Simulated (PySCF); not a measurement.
# CH6BNS (SMILES CNBS) at SVWN5/ANO-RCC-VDZP (sfX2C)

Aim: the vertical ionisation energy of CH6BNS at SVWN5/ANO-RCC-VDZP (sfX2C), from 2 runs. The job is set up through a Python script.

The results are computed with PySCF 2.14.0.

### Step 1. The structure to begin with

CH6BNS has 10 atoms, charge 0, and is taken as a singlet. As SMILES, `CNBS`. The shape is that of a PBE0-D4/def2-TZVP optimisation. This is one conformer, not always the lowest.

Bond lengths: C1–N2 1.444 Å, N2–B3 1.389 Å, B3–S4 1.820 Å, C1–H5 1.095 Å, C1–H6 1.094 Å, C1–H7 1.090 Å, N2–H8 1.009 Å, B3–H9 1.195 Å, S4–H10 1.339 Å. Some angles: C1–N2–B3 125.8°, N2–B3–S4 119.9°, C1–N2–H8 114.1°, B3–N2–H8 120.1°, N2–C1–H5 111.6°, N2–C1–H6 111.6°, N2–C1–H7 109.1°, N2–B3–H9 119.9°, S4–B3–H9 120.2°, B3–S4–H10 96.2°.

### Step 2. The energy at SVWN5/ANO-RCC-VDZP (sfX2C)

job.py reads:

```python
from pyscf import gto, dft

mol = gto.M(
    atom='''
C     -2.683033     1.139883    -0.336749
N     -0.653845    -0.677089    -0.492274
B      1.787681    -0.333159     0.407614
S      4.116201    -2.837802     0.047999
H     -3.368437     1.679778    -2.212302
H     -4.283820     0.404023     0.746631
H     -1.996496     2.836668     0.607169
H     -1.136103    -2.312458    -1.343784
H      2.352331     1.606645     1.415216
H      6.021990    -1.603244     1.165961
''',
    spin=0,
    verbose=3,
    charge=0,
    basis='ano-rcc-vdzp',
    max_memory=1860,
    unit='bohr',
)

mf = dft.RKS(mol, xc='svwn')
mf = mf.x2c()
mf.grids.level = 4
mf.conv_tol = 1e-10
mf.kernel()
if not mf.converged:
    mf = mf.newton().run(mf.mo_coeff, mf.mo_occ)

etot = mf.e_tot
print('E(%s) = %.9f' % ('SVWN5', etot))
```

Command:

```sh
OMP_NUM_THREADS=1 python job.py
```

Standard output:

```text
converged SCF energy = -518.252977005068
E(SVWN5) = -518.252977005
```

Run time: 51 s. Hardware: 1 thread of Arm Neoverse N1, shared host; peak memory 0.3 GiB.

### Step 3. The doublet cation at the same level

geometry.xyz reads:

```xyz
10
CH6BNS
C     -1.419800     0.603200    -0.178200
N     -0.346000    -0.358300    -0.260500
B      0.946000    -0.176300     0.215700
S      2.178200    -1.501700     0.025400
H     -1.782500     0.888900    -1.170700
H     -2.266900     0.213800     0.395100
H     -1.056500     1.501100     0.321300
H     -0.601200    -1.223700    -0.711100
H      1.244800     0.850200     0.748900
H      3.186700    -0.848400     0.617000
```

run.py reads:

```python
from pyscf import gto, dft

mol = gto.M(
    atom='geometry.xyz',
    charge=1,
    max_memory=1860,
    spin=1,
    verbose=3,
    basis='ano-rcc-vdzp',
)

myscf = dft.UKS(mol, xc='svwn')
myscf = myscf.x2c()
myscf.grids.level = 4
myscf.conv_tol = 1e-10
myscf.kernel()
if not myscf.converged:
    myscf = myscf.newton().run(myscf.mo_coeff, myscf.mo_occ)

e_final = myscf.e_tot
print('E(%s) = %.9f' % ('SVWN5', e_final))
```

Command:

```sh
OMP_NUM_THREADS=1 python run.py
```

Standard output:

```text
converged SCF energy = -517.928538487317  <S^2> = 0.75371603  2S+1 = 2.0037126
E(SVWN5) = -517.928538487
```

Wall time 68 s (1 thread of Arm Neoverse N1, shared host); peak memory 0.3 GiB.

### Step 4. Outcome

Level: SVWN5/ANO-RCC-VDZP (sfX2C).

| quantity | value |
| --- | --- |
| singlet CH6BNS: total energy | -518.25298 Eh |
| singlet CH6BNS: dipole moment | 1.92 D |
| singlet CH6BNS: HOMO energy | -5.69 eV |
| singlet CH6BNS: LUMO energy | -0.57 eV |
| singlet CH6BNS: HOMO–LUMO gap | 5.12 eV |
| doublet cation: total energy | -517.92854 Eh |
| doublet cation: HOMO energy (highest over α and β) | -12.73 eV |
| doublet cation: LUMO energy (lowest over α and β) | -11.97 eV |
| doublet cation: ⟨S²⟩ | 0.754 |
| vertical ionisation energy (to the doublet cation) | 8.828 eV |

What this shows: Removing an electron at fixed nuclei costs 8.83 eV (204 kcal/mol). The negative HOMO energy of the first species, 5.69 eV, lies 3.14 eV below that difference. Mulliken charges (singlet CH6BNS) run from -0.17 on S4 to +0.27 on C1; they depend strongly on the basis. Mulliken charges (doublet cation) run from -0.01 on H9 to +0.29 on C1.
